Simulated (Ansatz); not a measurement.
# C₂H₇BFNO: one species, many methods

One table from this session's results is given with a row withheld; the runs are named, their logs left out.

Computed with Ansatz 0.2.0, Gaussian basis. Level: functionals in def2-TZVPP, the program's frozen cores in correlated methods.

The runs, in order: PBE-D4, r2SCAN-D4, PBE0-D4, B3LYP-D4, ωB97X-V, ωB97M-V, B2PLYP; CCSD(T)/def2-TZVPP; MP2/def2-QZVPP; extrapolation to the limit.

## The geometry

An earlier PBE0-D4 in a triple-zeta def2 set relaxation fixed the geometry.

SMILES `NBOCCF`, 13 atoms, charge 0, spin multiplicity 1.

Atoms are counted from 1 here; the program's logs count them from 0.

Bond lengths: N1–B2 1.397 Å, N1–H7 1.003 Å, N1–H8 1.005 Å, B2–O3 1.368 Å, B2–H9 1.200 Å, O3–C4 1.403 Å, C4–C5 1.503 Å, C4–H10 1.096 Å, C4–H11 1.096 Å, C5–F6 1.382 Å, C5–H12 1.095 Å, C5–H13 1.094 Å. Angles: B2–N1–H7 122.5°, B2–N1–H8 122.8°, H7–N1–H8 114.7°, N1–B2–O3 118.7°, N1–B2–H9 120.5°, O3–B2–H9 120.8°, B2–O3–C4 121.0°, O3–C4–C5 111.2°, O3–C4–H10 111.0°, O3–C4–H11 108.6°, C5–C4–H10 109.4°, C5–C4–H11 108.2°, H10–C4–H11 108.2°, C4–C5–F6 110.4°, C4–C5–H12 110.2°, C4–C5–H13 110.6°, F6–C5–H12 108.1°, F6–C5–H13 107.8° and more.

The first run:

Input file in.yaml:

```yaml
crystal:
  periodic: [false, false, false]
  atoms:
    - {symbol: N, position_ang: [0.148606, -2.472437, 0.787781]}
    - {symbol: B, position_ang: [-0.381743, -1.190221, 0.626635]}
    - {symbol: O, position_ang: [-0.084164, -0.494766, -0.513518]}
    - {symbol: C, position_ang: [-0.514530, 0.829053, -0.686332]}
    - {symbol: C, position_ang: [0.625122, 1.796355, -0.529592]}
    - {symbol: F, position_ang: [1.049154, 1.831985, 0.785337]}
    - {symbol: H, position_ang: [-0.038541, -3.034646, 1.596522]}
    - {symbol: H, position_ang: [0.762574, -2.896837, 0.114070]}
    - {symbol: H, position_ang: [-1.101249, -0.719636, 1.464418]}
    - {symbol: H, position_ang: [-1.307017, 1.080987, 0.028180]}
    - {symbol: H, position_ang: [-0.919028, 0.936415, -1.699451]}
    - {symbol: H, position_ang: [0.305753, 2.805067, -0.811750]}
    - {symbol: H, position_ang: [1.475264, 1.493780, -1.147699]}
basis:
  gaussian: {orbitals: def2-TZVPP}
hamiltonian: {xc: pbe, dispersion: d4}
output: {forces: true, orbitals: {seedname: orbitals}}
```

Run with:

```console
ansatz run in.yaml --threads 4 --pin off --events-out ev --progress --plain --max-ram 10444MiB
```

Among the steps run: PBE-D4 (GGA); r2SCAN-D4 (meta-GGA); PBE0-D4 (hybrid); B3LYP-D4 (hybrid); ωB97X-V (range-separated); ωB97M-V (range-separated); B2PLYP (double hybrid); CCSD(T) in def2-TZVPP; MP2 in def2-QZVPP.

One table of the session follows, with a row left open; its other results are not shown here.

```
            method  atomisation energy (kcal/mol)
            PBE-D4                         1266.0
         r2SCAN-D4                         1237.2
           PBE0-D4                         1238.9
          B3LYP-D4                         1237.8
           ωB97X-V                              ?
           ωB97M-V                         1240.4
            B2PLYP                         1225.1
     HF/def2-TZVPP                          895.9
    MP2/def2-TZVPP                         1225.8
   CCSD/def2-TZVPP                         1182.9
CCSD(T)/def2-TZVPP                         1200.7
           MP2/CBS                         1257.3
       CCSD(T)/CBS                         1232.2
```

Q: Estimate the row for ωB97X-V from the others.

**Answer.** atomisation energy (kcal/mol): 1237.6. In the column «atomisation energy (kcal/mol)» it lies between r2SCAN-D4 (1237.2) and B3LYP-D4 (1237.8).
